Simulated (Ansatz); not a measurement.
# SnO, space group P4/nmm: a calculation of the elastic constants

With Ansatz 0.2.0 through its Python package.

Interactive session:
```pycon
>>> import ansatz
>>> import numpy as np
>>> structure = (
...     ansatz.Lattice.from_parameters(3.7986, 3.7986, 4.8408, alpha=90, beta=90, gamma=90)
...     .space_group(129, hermann_mauguin='P4/nmm', origin_choice=1)
...     .atom('Sn', (0.5, 0.0, 0.2369))
...     .atom('O', (0.0, 0.0, 0.0))
... )
>>> structure.resolved().sites[-1]
Site(symbol='O', position=(0.5, 0.5, 0.0), moment=None, axis=None, held=None, saved=None)
>>> setup = (
...     structure.calculation()
...     .occupations('fermi_dirac', width=0.1)
...     .pseudopotentials('paw')
...     .kpoints(6, 6, 6)
... )
>>> out = setup.elastic('clamped_ion', amplitude=0.005).run()
DeckWarning: basis.ecutwfc = 420 eV, auto-derived from the records' recommended cutoffs: set by Sn (normal level)
>>> elastic = out.elastic
>>> print(np.array2string(np.round(elastic.c_gpa, 1) + 0.0, suppress_small=True))
[[169.9  95.4  73.1   0.    0.    0. ]
 [ 95.4 169.9  73.1   0.    0.    0. ]
 [ 71.9  71.9 120.3   0.    0.    0. ]
 [  0.    0.    0.   56.1   0.    0. ]
 [  0.    0.    0.    0.   56.1   0. ]
 [  0.    0.    0.    0.    0.   83.6]]
>>> print('Voigt stress of the unstrained cell (GPa, tension positive):', np.round(elastic.sigma0_gpa, 3) + 0.0)
Voigt stress of the unstrained cell (GPa, tension positive): [-5.104 -5.104 -4.012  0.     0.     0.   ]
>>> print('smallest eigenvalue of C:', round(elastic.stability.min_eigenvalue_gpa, 1), 'GPa; tensor positive definite:', elastic.stability.min_eigenvalue_gpa > 0)
smallest eigenvalue of C: 56.1 GPa; tensor positive definite: True
>>> if elastic.stability.min_eigenvalue_gpa > 0:
...     m = elastic.moduli
...     print(f'K = {m.k_hill_gpa:.1f}, G = {m.g_hill_gpa:.1f}, E = {m.youngs_gpa:.1f} GPa, Poisson ratio {m.poisson:.3f}, K/G = {m.k_hill_gpa / m.g_hill_gpa:.2f}')
...
K = 101.9, G = 51.0, E = 131.1 GPa, Poisson ratio 0.285, K/G = 2.00
```

What to keep in mind:
- A positive definite tensor excludes instabilities under uniform strain alone; phonons elsewhere in the zone can still be imaginary.
- The gap on the mesh is very small: such values hang on mesh and functional, which can close or open them.
- The cell stands under 4.7 GPa at these settings.
- The cell stands under an uneven stress, so these stress-strain coefficients aren't symmetric, and eigenvalues smaller than that stress decide nothing.
- No functional is typed, so the default, PBE, holds.
- These are clamped-ion constants: where atoms have free coordinates under strain, the relaxed-ion ones can be far smaller or negative, so this tensor doesn't settle whether the crystal is stable.
- The starting cell is as deposited in a crystallographic database; the results hold for this polymorph, which needn't be the stable one.
- Warnings are shown shortened and without file and line.
- The constants belong to the cell that was strained; where it wasn't relaxed first it may be under stress.
- Finished in 89 s on 1 thread of Arm Neoverse V2, on a shared host, peak memory 0.48 GiB.
